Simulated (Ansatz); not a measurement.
# Ba: the cost of one run

Program: Ansatz 0.2.0. Level of theory: DFT PBEsol, scalar-relativistic, plane waves, PAW. These are calculated values, not measurements.

### Step 1. Starting point

It takes space group P6/mmm (No. 191, hexagonal). Conventional cell: a = 7.529 Å, b = 7.529 Å, c = 4.615 Å, α = 90.00°, β = 90.00°, γ = 120.00°. Ba (site symmetry -6m2) is surrounded by 3 Ba at 4.35 Å.

Coordinates:

```
Ba
1.0
     7.52878    0.00000    0.00000
    -3.76439    6.52011    0.00000
     0.00000    0.00000    4.61547
Ba
3
Direct
  0.00000 0.00000 0.00000
  0.33333 0.66667 0.50000
  0.66667 0.33333 0.50000
```

This is candidate A: omega type (P6/mmm, No. 191).

(A quick probe on a coarse mesh, which set the mesh and smearing, is not shown.)

### Step 3. The relaxation (candidate A)

File input.yaml:

```yaml
crystal:
  lattice:
    - [7.5287782099, 0.0, 0.0]
    - [-3.7643891049, 6.5201131892, 0.0]
    - [0.0, 0.0, 4.6154683808]
  atoms:
    - { symbol: Ba, position: [0.0, 0.0, 0.0] }
    - { symbol: Ba, position: [0.3333333333, 0.6666666667, 0.5] }
    - { symbol: Ba, position: [0.6666666667, 0.3333333333, 0.5] }
basis:
  ecutwfc: 420
kpoints:
  mp_grid: { grid: [9, 9, 10] }
hamiltonian:
  xc: pbesol
scf:
  occupations: { method: gaussian, width: 0.1 }
output:
  forces: true
  stress: true
  eigenvalues: true
relax:
  adjacent_minimum: "off"
  f_tol: 0.01
  max_steps: 80
  cell: { stress_tol: 0.05 }
```

Q: Estimate wall time and peak memory on 1 thread of an x86-64 CPU, shared host.

About 41 s, with a peak of 0.64 GiB.
